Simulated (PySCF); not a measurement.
# CHHoN (Ho(HCN)3+): the cost of one run

The runs use PySCF 2.14.0; PBE0, Ho lcecp-1-SVP with ECP56, N def2-SVP, C def2-SVP, H def2-SVP; scalar-relativistic core potentials, no spin–orbit coupling.

## 1. The starting structure

4 atoms, charge 3, spin multiplicity 1.

Bond lengths: Ho1–N2 2.495 Å, N2–C3 1.160 Å, C3–H4 1.070 Å. Angles: Ho1–N2–C3 180.0°, N2–C3–H4 180.0°.

As a file:

```xyz
4

Ho    0.0000    0.0000    0.0000
N     0.0000    0.0000    2.4950
C     0.0000    0.0000    3.6550
H     0.0000    0.0000    4.7250
```

Formal oxidation states: Ho +3. Each metal's 10 4f electrons lie in its core potential, so multiplicities, spins and levels count the valence alone.

## 2. SCF at the start, singlet

File run.py (the lines that set the calculation):

```python
mol = gto.M(atom='''
Ho     0.00000     0.00000     0.00000
N      0.00000     0.00000     2.49500
C      0.00000     0.00000     3.65500
H      0.00000     0.00000     4.72500''',
    basis={'Ho': 'lcecp-1-SVP', 'N': 'def2-SVP', 'C': 'def2-SVP', 'H': 'def2-SVP'},
    ecp={'Ho': 'lcecp-1-SVP'},
    charge=3, spin=0)
mf = dft.RKS(mol, xc='PBE0')
mf.grids.atom_grid = (50, 194)  # f atoms: unpruned, at least (60, 302)
mf = mf.density_fit()  # fitting sets: Ho AutoAux, N def2-universal-JKFIT, C def2-universal-JKFIT, H def2-universal-JKFIT
mf.conv_tol = 1e-08; mf.max_cycle = 55
mf.kernel(dm0)  # dm0: free metal ions and neutral atoms
```

Command:

```sh
$ OMP_NUM_THREADS=2 python run.py
```

What time and memory should one allow on 2 threads of Intel Xeon at 2.50GHz (Skylake/Cascade Lake), shared host?

About 7.4 s, with a peak of 0.35 GiB.
